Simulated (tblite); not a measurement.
# C6H9BN2: the cost of one run

The runs use tblite 0.8.0 and PySCF 2.14.0, with density-fitted response routines of our own; the level of theory stands in each step. All values are computed, except where a source is named. Atoms are numbered from 0 throughout.

## Step 1: Starting geometry

18 atoms, charge 0, multiplicity 1; geometry from: force field or distance geometry start.

Bonds of the start (Å): C0–C1 1.36, C1–C2 1.49, C2–B3 1.56, B3–C4 1.62, C4–C5 1.48, C5–N6 1.16, B3–N7 1.50, N7–C8 1.27, C0–H9 1.07, C0–H10 1.09, C1–H11 1.10, C2–H12 1.11, C2–H13 1.11, C4–H14 1.10, C4–H15 1.10, C8–H16 1.07, C8–H17 1.09.

## Step 2: Relaxing the molecule with GFN2-xTB

The job: settings as JSON, then the geometry in Å.

```
{"job": {"kind": "relax", "xc": "GFN2-xTB", "basis": "xTB"}, "charge": 0, "multiplicity": 1}
C      2.947200     0.210500    -0.089300
C      1.835600    -0.517500    -0.368900
C      0.631800     0.174800    -0.908000
B     -0.613900     0.010100     0.023500
C     -1.117100    -1.486200     0.372900
C     -2.326800    -1.688400    -0.453800
N     -3.278300    -1.852300    -1.104800
N     -1.645100     1.094700     0.074600
C     -1.559000     2.136200    -0.652900
H      3.838200    -0.223300     0.311700
H      2.937400     1.288300    -0.268300
H      1.846600    -1.596200    -0.176100
H      0.431900    -0.177500    -1.938600
H      0.918400     1.246900    -0.960400
H     -0.362200    -2.229400     0.058700
H     -1.371800    -1.593500     1.437200
H     -0.761500     2.346900    -1.340100
H     -2.360300     2.862200    -0.558700
```

Command:

```
> OMP_NUM_THREADS=1 python probes_run.py task.json out
```

The driver reads the jobs from task.json and runs them one after another.

**Question.** How long does this first job take on 1 thread of Intel Xeon 6975P-C, shared host, and how much memory does it need?

About 1.2 s, with a peak of 0.18 GiB.
